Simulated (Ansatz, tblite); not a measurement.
# BeMeBr (CH3BeBr): rung by rung

The task here is to estimate one member of a computed series from the others.

Program: Ansatz 0.2.0, Gaussian basis. Level of theory: as each input shows. These are calculated values, not measurements.

The runs, in order: GFN1-xTB, GFN2-xTB, PBE-D4/def2-TZVP, r2SCAN-D4/def2-TZVP, ωB97M-V/def2-TZVP, r2SCANh-D4/def2-TZVP, PBE-QIDH/def2-TZVP, revPBE-D4/def2-TZVP, HSE06-D4/def2-TZVP, LDA/def2-TZVP, ωB97X-V/def2-TZVP, PBE-D4/def2-SVP, PBE0-D4/def2-SVP, PBE0-D4/def2-TZVPD, PBE-D4/def2-TZVPD, r2SCAN-D4/def2-TZVPD, CCSD(T)/def2-TZVPP, MP2/def2-TZVP, RPA/def2-TZVP, CCSD(T)/def2-TZVPD.

**The relaxed structure**

The geometry is that of the singlet, from an earlier relaxation (PBE0-D4/def2-TZVP).

6 atoms, charge 0, spin multiplicity 1.

Bond lengths: Be1–C2 1.672 Å, Be1–Br6 1.966 Å, C2–H3 1.095 Å, C2–H4 1.095 Å, C2–H5 1.095 Å. Angles: C2–Be1–Br6 179.6°, Be1–C2–H3 111.8°, Be1–C2–H4 111.5°, Be1–C2–H5 111.6°, H3–C2–H4 107.2°, H3–C2–H5 107.2°, H4–C2–H5 107.2°.

PBE0-D4/def2-TZVP was run before; its log isn't repeated, and its numbers join the tables.

The first run:

Tight binding, by tblite at 300 K electronic temperature and without a spin-polarisation term:

```python
tblite.interface.Calculator('GFN1-xTB', numbers, positions, charge=0, uhf=0).singlepoint()
```

Tight binding, by tblite at 300 K electronic temperature and without a spin-polarisation term:

```python
tblite.interface.Calculator('GFN2-xTB', numbers, positions, charge=0, uhf=0).singlepoint()
```

start.molden holds the orbitals of an earlier run on this state, given as this run's starting guess.

The input, in.yaml:

```yaml
crystal:
  periodic: [false, false, false]
  atoms:
    - {symbol: Be, position_ang: [-0.008063, 0.006269, -0.988906]}
    - {symbol: C, position_ang: [0.002810, -0.000393, 0.682918]}
    - {symbol: H, position_ang: [-0.440518, 0.911238, 1.096623]}
    - {symbol: H, position_ang: [1.021447, -0.073554, 1.077972]}
    - {symbol: H, position_ang: [-0.562199, -0.847346, 1.086007]}
    - {symbol: Br, position_ang: [-0.013457, 0.003786, -2.954604]}
basis:
  gaussian: {orbitals: def2-TZVP, initial_orbitals: start.molden}
hamiltonian: {xc: pbe, dispersion: d4}
scf: {omitted_lower_state_checks: [starts]}
output: {forces: true, orbitals: {seedname: orbitals}}
```

Started as:

```console
$ ansatz run in.yaml --threads 4 --pin off --events-out ev --progress --plain --max-ram 3916MiB
```

Steps of the session up to this table: PBE-D4/def2-TZVP; r2SCAN-D4/def2-TZVP; ωB97M-V/def2-TZVP; r2SCANh-D4/def2-TZVP; PBE-QIDH/def2-TZVP; revPBE-D4/def2-TZVP; HSE06-D4/def2-TZVP; LDA/def2-TZVP; ωB97X-V/def2-TZVP; PBE-D4/def2-SVP; PBE0-D4/def2-SVP; PBE0-D4/def2-TZVPD; PBE-D4/def2-TZVPD; r2SCAN-D4/def2-TZVPD; CCSD(T)/def2-TZVPP; MP2/def2-TZVP; RPA/def2-TZVP; CCSD(T)/def2-TZVPD.

One of the session's tables, all rows but one given; the rest of the session is left out.

It belongs to the step «Levels side by side». 

| level | HOMO (eV) | gap (eV) |
| --- | --- | --- |
| LDA/def2-TZVP | -7.63 | 6.57 |
| PBE-D4/def2-SVP | -7.40 | 6.61 |
| PBE-D4/def2-TZVP | -7.48 | 6.65 |
| PBE-D4/def2-TZVPD | -7.51 | 6.61 |
| revPBE-D4/def2-TZVP | -7.42 | 6.67 |
| r2SCAN-D4/def2-TZVP | -7.80 | 7.42 |
| r2SCAN-D4/def2-TZVPD | -7.81 | 7.40 |
| r2SCANh-D4/def2-TZVP | -8.26 | 8.14 |
| PBE0-D4/def2-SVP | ? | ? |
| PBE0-D4/def2-TZVP | -8.74 | 8.56 |
| PBE0-D4/def2-TZVPD | -8.77 | 8.45 |
| HSE06-D4/def2-TZVP | -8.34 | 7.84 |
| ωB97X-V/def2-TZVP | -11.10 | 12.29 |
| ωB97M-V/def2-TZVP | -10.96 | 11.62 |

Q: Estimate the row for PBE0-D4/def2-SVP from the others.

As computed: HOMO (eV): -8.69; gap (eV): 8.69. In the column «HOMO (eV)» it lies between PBE0-D4/def2-TZVP (-8.74) and HSE06-D4/def2-TZVP (-8.34).
